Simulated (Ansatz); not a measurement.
# Cl2MoS2 (MoS2Cl2): the cost of one run

The runs use Ansatz 0.2.0; RKS B3LYP-D4/def2-SVP.

1 further run of the same task is left out (set aside as unsound or not needed).

## 1. Where the work starts

5 atoms, charge 0, spin multiplicity 1.

Atoms are counted from 1 here; the program's logs count them from 0.

Bond lengths: Mo1–S2 2.117 Å, Mo1–S3 2.117 Å, Mo1–Cl4 2.258 Å, Mo1–Cl5 2.258 Å. Angles: S2–Mo1–S3 107.7°, S2–Mo1–Cl4 108.8°, S2–Mo1–Cl5 108.8°, S3–Mo1–Cl4 108.8°, S3–Mo1–Cl5 108.8°, Cl4–Mo1–Cl5 113.8°.

Coordinates:

```
Mo   -0.0051    0.0000   -0.0036
S     0.0368   -0.0162    2.1125
S     1.9982    0.0130   -0.6865
Cl   -1.0222    1.8928   -0.6965
Cl   -1.0078   -1.8895   -0.7259
```

## 2. Relaxation

The input, input.yaml:

```yaml
crystal:
  periodic: [false, false, false]
  atoms:
    - { symbol: Mo, position_ang: [-0.005139, -2.0e-05, -0.003606] }
    - { symbol: S, position_ang: [0.036812, -0.016242, 2.112535] }
    - { symbol: S, position_ang: [1.998245, 0.01298, -0.686469] }
    - { symbol: Cl, position_ang: [-1.022158, 1.892819, -0.696538] }
    - { symbol: Cl, position_ang: [-1.00776, -1.889547, -0.725923] }
basis:
  gaussian: { orbitals: def2-SVP }
hamiltonian:
  xc: { name: B3LYP }
  dispersion: d4
output:
  forces: true
relax:
  f_tol: 0.003
  max_steps: 120
```

Command:

```bash
$ ansatz run input.yaml --threads 1 --pin off --max-ram 2560MiB --backend cpu --events-out ev --progress --plain --runs-dir out
```

**Question.** How long does this run take on 1 thread of AMD EPYC 9R45 (Zen 5), shared host, and how much memory does it need?

About 14 s, with a peak of 0.28 GiB.
